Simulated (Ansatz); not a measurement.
# C2H10Al2Si: the cost of one run

The runs use Ansatz 0.2.0, Gaussian basis; functionals in def2-TZVPP, the program's frozen cores in correlated methods.

Plan: PBE-D4, r2SCAN-D4, PBE0-D4, B3LYP-D4, ωB97X-V, ωB97M-V, B2PLYP; CCSD(T)/def2-TZVPP; MP2/def2-QZVPP; extrapolation to the limit.

## (1) Structure used throughout

All runs share one geometry, relaxed beforehand with PBE0-D4 in a triple-zeta def2 set.

15 atoms, charge 0, spin multiplicity 1.

Atoms are counted from 1 here; the program's logs count them from 0.

Bond lengths: C1–C2 1.535 Å, C1–H6 1.094 Å, C1–H7 1.095 Å, C1–H8 1.095 Å, C2–Si3 1.870 Å, C2–Al4 1.970 Å, C2–H9 1.100 Å, Si3–H10 1.494 Å, Si3–H11 1.491 Å, Si3–H12 1.488 Å, Al4–Al5 2.594 Å, Al4–H13 1.598 Å, Al5–H14 1.597 Å, Al5–H15 1.596 Å. Angles: C2–C1–H6 112.3°, C2–C1–H7 111.3°, C2–C1–H8 112.4°, H6–C1–H7 106.9°, H6–C1–H8 107.0°, H7–C1–H8 106.6°, C1–C2–Si3 111.4°, C1–C2–Al4 114.3°, C1–C2–H9 110.8°, Si3–C2–Al4 108.8°, Si3–C2–H9 105.2°, Al4–C2–H9 105.8°, C2–Si3–H10 110.2°, C2–Si3–H11 111.6°, C2–Si3–H12 111.2°, H10–Si3–H11 107.1°, H10–Si3–H12 107.7°, H11–Si3–H12 108.9° and more.

As a file:

```xyz
15
charge 0, multiplicity 1
C     0.39774   -1.43425    0.59742
C    -0.31486   -0.70801   -0.55207
Si    0.85787   -0.34675   -1.96358
Al   -1.20760    0.96593   -0.02253
Al   -0.71420    2.03049    2.29140
H    -0.28300   -1.68088    1.41787
H     1.19830   -0.81887    1.02194
H     0.86219   -2.37173    0.27351
H    -1.10124   -1.34270   -0.98682
H     1.83070    0.71519   -1.56631
H     1.65308   -1.55088   -2.34003
H     0.12216    0.13870   -3.16286
H    -2.21876    1.60620   -1.08204
H    -1.58062    1.67806    3.58574
H     0.47645    3.06891    2.51778
```

## (2) PBE-D4 (GGA)

Input file in.yaml:

```yaml
crystal:
  periodic: [false, false, false]
  atoms:
    - {symbol: C, position_ang: [0.397744, -1.434248, 0.597421]}
    - {symbol: C, position_ang: [-0.314862, -0.708006, -0.552071]}
    - {symbol: Si, position_ang: [0.857869, -0.346755, -1.963579]}
    - {symbol: Al, position_ang: [-1.207604, 0.965925, -0.022534]}
    - {symbol: Al, position_ang: [-0.714204, 2.030485, 2.291403]}
    - {symbol: H, position_ang: [-0.283004, -1.680885, 1.417870]}
    - {symbol: H, position_ang: [1.198296, -0.818869, 1.021935]}
    - {symbol: H, position_ang: [0.862191, -2.371727, 0.273511]}
    - {symbol: H, position_ang: [-1.101238, -1.342702, -0.986824]}
    - {symbol: H, position_ang: [1.830701, 0.715189, -1.566310]}
    - {symbol: H, position_ang: [1.653075, -1.550883, -2.340033]}
    - {symbol: H, position_ang: [0.122162, 0.138700, -3.162858]}
    - {symbol: H, position_ang: [-2.218756, 1.606203, -1.082043]}
    - {symbol: H, position_ang: [-1.580620, 1.678060, 3.585735]}
    - {symbol: H, position_ang: [0.476449, 3.068913, 2.517779]}
basis:
  gaussian: {orbitals: def2-TZVPP}
hamiltonian: {xc: pbe, dispersion: d4}
output: {forces: true, orbitals: {seedname: orbitals}}
```

Started as:

```console
$ ansatz run in.yaml --threads 4 --pin off --events-out ev --progress --plain --max-ram 10444MiB
```

What time and memory should one allow on 4 threads of Arm Neoverse V2, shared host?

About 3.6 s, with a peak of 0.55 GiB.
